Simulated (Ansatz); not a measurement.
Cd3Se:

```
Cd Se
1.0
    -2.04095    2.04095    6.08708
     2.04095   -2.04095    6.08708
     2.04095    2.04095   -6.08708
Cd Se
3 1
Direct
  0.50000 0.50000 0.00000
  0.25000 0.75000 0.50000
  0.75000 0.25000 0.50000
  0.00000 0.00000 0.00000
```

The cell comes from a database or a generator and needn't be the stable form of this composition.

* Program: Ansatz 0.2.0
* Task: relaxation of cell and atoms
* Functional: PBEsol
* Dispersion: D3(BJ)-ATM
* Potentials or basis: Ansatz PAW
* Cutoff: 420 eV (not typed: the program's choice for these potentials)
* k mesh: 9 × 9 × 9
* Occupations: fermi-dirac, width 0.05 eV
* Spin: no spin polarisation

At the start: volume 25.36 Å³/atom.

Problem. How do energy, volume and symmetry change on relaxing?

Solution. It ends after 5 steps and the volume is 21.85 Å³/atom (-13.8 %); space group I4/mmm (No. 139, to 0.05 Å).

The path:
| step | energy change (eV) | largest force (eV/Å) | volume (Å³) |
| --- | --- | --- | --- |
| 1 | 0.0000 | 0.0000 | 101.42 |
| 2 | -0.2617 | 0.0000 | 88.49 |
| 3 | -0.2715 | 0.0000 | 87.30 |
| 4 | -0.2717 | 0.0000 | 87.41 |
| 5 | -0.2689 | 0.0000 | 87.41 |

Final structure:
```
Cd Se
1.0
    -1.96645    1.96645    5.65096
     1.96645   -1.96645    5.65096
     1.96645    1.96645   -5.65096
Cd Se
3 1
Direct
  0.50000 0.50000 0.00000
  0.25000 0.75000 0.50000
  0.75000 0.25000 0.50000
  0.00000 0.00000 0.00000
```

Caveat: the plane-wave basis is chosen anew once the cell has moved, so the energies of steps on either side of that aren't comparable; pairwise dispersion overbinds metals, which lowers pressure and volume; the PAW data sets come from PBE, with cores solved anew for the run's functional, which leaves a small shift of forces and pressure.
